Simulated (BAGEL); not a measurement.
# HF/def2-SVP (density fitting with qzvpp-jkfit) run of CH5AsO (SMILES CO[AsH2])

What is the vertical singlet–triplet gap of CH5AsO at HF/def2-SVP (density fitting with qzvpp-jkfit)? 

The results are computed with BAGEL 1.2.2.

26 further runs of the same task are left out: 6 that didn't finish, 20 set aside as unsound or not needed.

## Step 1: The structure to begin with

The species is CH5AsO (8 atoms), meant as a singlet with charge 0. As SMILES, `CO[AsH2]`. Geometry: relaxed at PBE0-D4/def2-TZVP. This is one conformer, not always the lowest.

Bond lengths: C1–O2 1.407 Å, O2–As3 1.784 Å, C1–H4 1.098 Å, C1–H5 1.098 Å, C1–H6 1.093 Å, As3–H7 1.538 Å, As3–H8 1.538 Å. Angles: C1–O2–As3 118.1°, O2–C1–H4 111.6°, O2–C1–H5 111.6°, O2–C1–H6 107.7°, O2–As3–H7 97.5°, O2–As3–H8 97.5°, H4–C1–H5 108.3°, H4–C1–H6 108.8°, H5–C1–H6 108.8°, H7–As3–H8 90.2°.

## Step 2: The energy at HF/def2-SVP (density fitting with qzvpp-jkfit)

The input, input.json:

```json
{ "bagel" : [

{
  "title" : "molecule",
  "basis" : "svp",
  "df_basis" : "qzvpp-jkfit",
  "angstrom" : true,
  "geometry" : [
    { "atom" : "C", "xyz" : [   -0.419800,    0.876800,   -0.216100 ] },
    { "atom" : "O", "xyz" : [   -0.786400,   -0.147700,    0.675500 ] },
    { "atom" : "As", "xyz" : [    0.254700,   -1.593600,    0.766300 ] },
    { "atom" : "H", "xyz" : [   -0.394200,    0.518900,   -1.253300 ] },
    { "atom" : "H", "xyz" : [    0.566300,    1.291600,    0.029700 ] },
    { "atom" : "H", "xyz" : [   -1.166100,    1.670700,   -0.135400 ] },
    { "atom" : "H", "xyz" : [    1.607300,   -0.863900,    0.823700 ] },
    { "atom" : "H", "xyz" : [    0.430300,   -1.809900,   -0.746200 ] }
  ]
},
{
  "title" : "hf"
},
{
  "title" : "print",
  "file" : "orbitals.molden",
  "orbitals" : true
}

]}
```

Launch:

```bash
$ BAGEL_NUM_THREADS=1 BAGEL input.json > input.out
```

The log of the run:

```text
* using 1 threads per process

  ===============================================================
  ===============================================================

  *** Geometry ***

  { "atom" : "C", "xyz" : [     -0.793307,      1.656912,     -0.408370 ] },
  { "atom" : "O", "xyz" : [     -1.486081,     -0.279113,      1.276510 ] },
  { "atom" : "As", "xyz" : [      0.481313,     -3.011468,      1.448097 ] },
  { "atom" : "H", "xyz" : [     -0.744930,      0.980579,     -2.368394 ] },
  { "atom" : "H", "xyz" : [      1.070152,      2.440770,      0.056125 ] },
  { "atom" : "H", "xyz" : [     -2.203610,      3.157165,     -0.255869 ] },
  { "atom" : "H", "xyz" : [      3.037357,     -1.632534,      1.556567 ] },
  { "atom" : "H", "xyz" : [      0.813149,     -3.420215,     -1.410114 ] },

  Number of auxiliary basis functions:      508

  Since a DF basis is specified, we compute 2- and 3-index integrals:
    o Being stored without compression. Storage requirement is 0.029 GB

  Number of basis functions:       85
  Number of electrons      :       52

    * METHOD: MOLECULE                             0.43

  *** RHF ***

  === Nuclear Repulsion ===
   196.3043919239

      * DIIS with orbital gradients will be used.

  === RHF iteration (svp) ===
      0      -2349.31696866          0.01440499           0.12
      1      -2349.39635628          0.01031544           0.11
      2      -2349.44658983          0.00137872           0.11
      3      -2349.44812793          0.00036651           0.11
      4      -2349.44821714          0.00008289           0.11
      5      -2349.44822713          0.00002462           0.11
      6      -2349.44822829          0.00000739           0.11
      7      -2349.44822840          0.00000268           0.11
      8      -2349.44822840          0.00000088           0.11
      9      -2349.44822841          0.00000021           0.11
     10      -2349.44822841          0.00000006           0.11
     11      -2349.44822841          0.00000002           0.11
     12      -2349.44822841          0.00000001           0.11
    * SCF iteration converged.

    * Permanent dipole moment:
           (   -0.528468,    -0.097232,     0.454538) a.u.

    * METHOD: HF                                   1.82

    * METHOD: PRINT                                0.03

  ===============================================================
```

Run time: 2.5 s. Hardware: 1 thread of Arm Neoverse N1, shared host; peak memory 0.13 GiB.

## Step 3: The triplet, same level

The input, input.json:

```json
{ "bagel" : [

{
  "title" : "molecule",
  "basis" : "svp",
  "df_basis" : "qzvpp-jkfit",
  "angstrom" : true,
  "geometry" : [
    { "atom" : "C", "xyz" : [      -0.419800,       0.876800,      -0.216100 ] },
    { "atom" : "O", "xyz" : [      -0.786400,      -0.147700,       0.675500 ] },
    { "atom" : "As", "xyz" : [       0.254700,      -1.593600,       0.766300 ] },
    { "atom" : "H", "xyz" : [      -0.394200,       0.518900,      -1.253300 ] },
    { "atom" : "H", "xyz" : [       0.566300,       1.291600,       0.029700 ] },
    { "atom" : "H", "xyz" : [      -1.166100,       1.670700,      -0.135400 ] },
    { "atom" : "H", "xyz" : [       1.607300,      -0.863900,       0.823700 ] },
    { "atom" : "H", "xyz" : [       0.430300,      -1.809900,      -0.746200 ] }
  ]
},

{
  "title" : "uhf",
  "nopen" : 2
},

{
  "title" : "print",
  "file" : "orbitals.molden",
  "orbitals" : true
}

]}
```

Launch:

```bash
$ BAGEL_NUM_THREADS=1 BAGEL input.json > input.out
```

The log of the run:

```text
* using 1 threads per process

  ===============================================================
  ===============================================================

  *** Geometry ***

  { "atom" : "C", "xyz" : [     -0.793307,      1.656912,     -0.408370 ] },
  { "atom" : "O", "xyz" : [     -1.486081,     -0.279113,      1.276510 ] },
  { "atom" : "As", "xyz" : [      0.481313,     -3.011468,      1.448097 ] },
  { "atom" : "H", "xyz" : [     -0.744930,      0.980579,     -2.368394 ] },
  { "atom" : "H", "xyz" : [      1.070152,      2.440770,      0.056125 ] },
  { "atom" : "H", "xyz" : [     -2.203610,      3.157165,     -0.255869 ] },
  { "atom" : "H", "xyz" : [      3.037357,     -1.632534,      1.556567 ] },
  { "atom" : "H", "xyz" : [      0.813149,     -3.420215,     -1.410114 ] },

  Number of auxiliary basis functions:      508

  Since a DF basis is specified, we compute 2- and 3-index integrals:
    o Being stored without compression. Storage requirement is 0.029 GB

  Number of basis functions:       85
  Number of electrons      :       52

    * METHOD: MOLECULE                             0.44

  *** Open-shell HF ***

  === Nuclear Repulsion ===
   196.3043919239

      * DIIS with orbital gradients will be used.

  === UHF iteration (svp) ===
      0      -2349.03963944          0.03254889           0.24
      1      -2349.15472025          0.02758772           0.24
      2      -2349.20955690          0.01941786           0.24
      3      -2349.26348534          0.00175001           0.24
      4      -2349.26528138          0.00085128           0.24
      5      -2349.26576292          0.00030112           0.24
      6      -2349.26589802          0.00011086           0.24
      7      -2349.26592516          0.00005969           0.24
      8      -2349.26593383          0.00002601           0.24
      9      -2349.26593683          0.00001242           0.24
     10      -2349.26593758          0.00000637           0.24
     11      -2349.26593773          0.00000398           0.24
     12      -2349.26593781          0.00000268           0.24
     13      -2349.26593785          0.00000141           0.24
     14      -2349.26593786          0.00000059           0.24
     15      -2349.26593786          0.00000031           0.24
     16      -2349.26593786          0.00000018           0.24
     17      -2349.26593786          0.00000008           0.24
     18      -2349.26593786          0.00000005           0.24
     19      -2349.26593786          0.00000003           0.24
     20      -2349.26593786          0.00000002           0.24
     21      -2349.26593786          0.00000001           0.24
     22      -2349.26593786          0.00000001           0.24
    * SCF iteration converged.

    * S^2 (UHF) is 2.0088

    * Permanent dipole moment:
           (   -0.449184,     0.173587,     0.231963) a.u.

    * METHOD: UHF                                  5.85

    * METHOD: PRINT                                0.03

  ===============================================================
```

Wall time 6.6 s (1 thread of Arm Neoverse N1, shared host); peak memory 0.13 GiB.

## Step 4: Summary of results

Level: HF/def2-SVP (density fitting with qzvpp-jkfit).

| quantity | value |
| --- | --- |
| singlet: total energy | -2349.44823 Eh |
| singlet: dipole moment | 1.79 D |
| singlet: HOMO energy | -10.40 eV |
| singlet: LUMO energy | 3.51 eV |
| singlet: HOMO–LUMO gap | 13.91 eV |
| triplet: total energy | -2349.26594 Eh |
| triplet: dipole moment | 1.36 D |
| triplet: ⟨S²⟩ | 2.009 |
| vertical energy of the triplet above the singlet | 4.960 eV |

**Reading.** At this shape the triplet lies 4.96 eV (479 kJ/mol) above the singlet.
